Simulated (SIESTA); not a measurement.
# MgCo2O4 (P1) in SIESTA: reference runs, part 2 of 2

SIESTA 5.4.2.

### 3 Single point, PBEsol, collinear spin, ferromagnetic start (atoms moved at random, drawn with an rms of 0.05 Å)

The input, MgCo2O4.fdf:

```
SystemName                      MgCo2O4
SystemLabel                     MgCo2O4
NumberOfSpecies                 3
NumberOfAtoms                   7
%block ChemicalSpeciesLabel
  1  27 Co
  2  12 Mg
  3   8 O
%endblock ChemicalSpeciesLabel

LatticeConstant                 1.0 Ang
%block LatticeVectors
     3.1477249780     0.0000000000     0.0000000000
     1.5691657662     2.7302887622     0.0000000000
     0.0439623626     1.7133720753    10.2008060131
%endblock LatticeVectors
AtomicCoordinatesFormat         Fractional
%block AtomicCoordinatesAndAtomicSpecies
     0.6148590000     0.7567310000     0.5304780000  1  Co
     0.1289790000     0.7549270000     0.9744910000  1  Co
     0.9000960000     0.1714840000     0.2463070000  2  Mg
     0.2314660000     0.5513080000     0.1475270000  3  O
     0.6187450000     0.7587970000     0.3613790000  3  O
     0.3145020000     0.3793330000     0.5897840000  3  O
     0.7791140000     0.4552160000     0.9129770000  3  O
%endblock AtomicCoordinatesAndAtomicSpecies

%block kgrid.MonkhorstPack
   10   0   0  0.0
    0  10   0  0.0
    0   0   3  0.0
%endblock kgrid.MonkhorstPack
XC.Functional                   GGA
XC.Authors                      PBEsol
PAO.BasisSize                   DZP
PAO.EnergyShift                 0.003 Ry
Mesh.Cutoff                     800 Ry
Spin                            polarized
%block DM.InitSpin
    1   2.000
    2   2.000
    3   0.000
    4   0.000
    5   0.000
    6   0.000
    7   0.000
%endblock DM.InitSpin
OccupationFunction              FD
ElectronicTemperature           0.05 eV
MaxSCFIterations                200
SCF.MustConverge                false
SCF.Mixer.Method                Pulay
SCF.Mixer.Weight                0.1
SCF.Mixer.History               10
SCF.DM.Tolerance                5.0e-05
SCF.H.Tolerance                 1.0e-03 eV
WriteForces                     true
Charge.Mulliken                 end
%block PAO.Basis
  Co 5
  n=3 0 2
    2.527 0.000
  n=4 0 2
    7.312 0.000
  n=3 1 2
    2.827 0.000
  n=4 1 1
    7.312
  n=3 2 2
    4.649 0.000
  Mg 4
  n=2 0 2
    2.604 0.000
  n=3 0 2
    8.229 0.000
  n=2 1 2
    2.943 0.000
  n=3 1 1
    8.229
%endblock PAO.Basis
```

Potentials or basis: PseudoDojo 0.4 standard (PBEsol files), DZP (energy shift 0.003 Ry; two zetas on semicore shells).

Launch:

```sh
$ siesta < MgCo2O4.fdf > MgCo2O4.out 2>&1
```

MgCo2O4.out:

```text
Version         : 5.4.2

                           ***********************
                           *  WELCOME TO SIESTA  *
                           ***********************

 NOTE: Siesta V5 introduces some new defaults for basis-set generation
 NOTE: which might lead to slightly different numerical results.
 NOTE: Please see the manual for full details and compatibility measures.

reinit: Reading from standard input
reinit: Dumping input in INPUT_TMP.85911
************************** Dump of input data file ****************************
SystemName                      MgCo2O4
SystemLabel                     MgCo2O4
NumberOfSpecies                 3
NumberOfAtoms                   7
%block ChemicalSpeciesLabel
  1  27 Co
  2  12 Mg
  3   8 O
%endblock ChemicalSpeciesLabel
LatticeConstant                 1.0 Ang
%block LatticeVectors
     3.1477249780     0.0000000000     0.0000000000
     1.5691657662     2.7302887622     0.0000000000
     0.0439623626     1.7133720753    10.2008060131
%endblock LatticeVectors
AtomicCoordinatesFormat         Fractional
%block AtomicCoordinatesAndAtomicSpecies
     0.6148590000     0.7567310000     0.5304780000  1  Co
     0.1289790000     0.7549270000     0.9744910000  1  Co
     0.9000960000     0.1714840000     0.2463070000  2  Mg
     0.2314660000     0.5513080000     0.1475270000  3  O
     0.6187450000     0.7587970000     0.3613790000  3  O
     0.3145020000     0.3793330000     0.5897840000  3  O
     0.7791140000     0.4552160000     0.9129770000  3  O
%endblock AtomicCoordinatesAndAtomicSpecies
%block kgrid.MonkhorstPack
   10   0   0  0.0
    0  10   0  0.0
    0   0   3  0.0
%endblock kgrid.MonkhorstPack
[... 1036 lines left out ...]
Species: O
Atom  Qatom  Qorb
               2s      2s      2py     2pz     2px     2py     2pz     2px
               3Pdxy   3Pdyz   3Pdz2   3Pdxz   3Pdx2-y2
   4  3.656   0.978  -0.051   1.126   1.089   1.130  -0.213  -0.208  -0.213
              0.002   0.005   0.004   0.005   0.002
   5  3.642   0.964  -0.037   1.093   1.051   1.093  -0.181  -0.183  -0.175
              0.002   0.005   0.004   0.005   0.002
   6  3.557   0.953  -0.020   0.945   1.013   0.945  -0.100  -0.105  -0.098
              0.006   0.005   0.003   0.004   0.006
   7  3.567   0.958  -0.022   0.937   1.019   0.940  -0.094  -0.103  -0.092
              0.006   0.005   0.003   0.004   0.006

mulliken: Qtot =       37.246

mulliken: Spin DOWN

Species: Co
Atom  Qatom  Qorb
               3s      3s      4s      4s      3py     3pz     3px     3py
               3pz     3px     4py     4pz     4px     3dxy    3dyz    3dz2
               3dxz    3dx2-y2 3dxy    3dyz    3dz2    3dxz    3dx2-y2
   1  6.761   0.973   0.019   0.122  -0.001   0.983   0.981   0.983   0.018
              0.018   0.018   0.085   0.085   0.089   0.545   0.561   0.395

              0.486   0.620  -0.048  -0.046  -0.028  -0.041  -0.054
   2  6.751   0.973   0.019   0.137  -0.011   0.983   0.981   0.983   0.018
              0.018   0.018   0.086   0.083   0.086   0.550   0.556   0.371

              0.512   0.616  -0.051  -0.049  -0.029  -0.043  -0.057

Species: Mg
Atom  Qatom  Qorb
               2s      2s      3s      3s      2py     2pz     2px     2py
               2pz     2px     3py     3pz     3px
   3  4.389   0.977   0.018   0.178  -0.011   0.981   0.983   0.981   0.023
              0.022   0.024   0.063   0.087   0.064

Species: O
Atom  Qatom  Qorb
               2s      2s      2py     2pz     2px     2py     2pz     2px
               3Pdxy   3Pdyz   3Pdz2   3Pdxz   3Pdx2-y2
   4  3.339   0.977  -0.058   1.023   0.931   1.026  -0.200  -0.170  -0.201
              0.001   0.003   0.004   0.003   0.002
   5  3.244   0.963  -0.045   0.970   0.890   0.928  -0.171  -0.146  -0.158
              0.002   0.003   0.004   0.003   0.001
   6  3.141   0.950  -0.032   0.827   0.840   0.815  -0.090  -0.102  -0.088
              0.005   0.003   0.003   0.003   0.006
   7  3.129   0.956  -0.035   0.822   0.826   0.812  -0.088  -0.099  -0.087
              0.005   0.004   0.003   0.004   0.006

mulliken: Qtot =       30.754

Mulliken Atomic Populations:
Atom #   charge [q] valence [e]      Sz [e]  Species
     1     1.037398   15.962602    2.441467  Co
     2     1.014064   15.985936    2.484713  Co
     3     1.223926    8.776074   -0.001896  Mg
     4    -0.994919    6.994919    0.316623  O
     5    -0.885878    6.885878    0.397279  O
     6    -0.698585    6.698585    0.416365  O
     7    -0.696006    6.696006    0.437238  O
 Total    -0.000000                6.491789

Job completed
```

Run time: 4.7 min. Hardware: 1 thread of Arm Neoverse V2, shared host; peak memory 0.42 GiB.

Results:

| Item | Value |
| --- | --- |
| Free energy | -11722.7938 eV |
| Pressure | -4.8 GPa |
| Largest force | 1.194 eV/Å |
| Band gap on the k mesh | none (metal or under the smearing width) |
| Net moment | 6.49 μB per cell |
| Site moments | Co +2.44, +2.48; Mg -0.00; O +0.32, +0.40, +0.42, +0.44 μB |

Forces in eV/Å, atoms in the order of the input:
```
Co   0.181 -0.059  1.094
Co   0.007 -0.132 -1.186
Mg   0.416 -0.215  0.469
O   -0.336  0.298  0.557
O   -0.069  0.055 -1.159
O   -0.197  0.012 -0.364
O   -0.005  0.040  0.588
```

Stress tensor (GPa, compression positive):
```
-7.19  0.17  0.15
 0.17 -8.22 -0.19
 0.15 -0.19  0.99
```

Caveat: short orbitals over semicore shells can move pressures by several GPa; the basis of atomic orbitals isn't converged, which shifts pressures, moduli and gaps; semilocal functionals often make such compounds metallic where correlation or magnetic order opens a gap, which also shifts bond lengths.
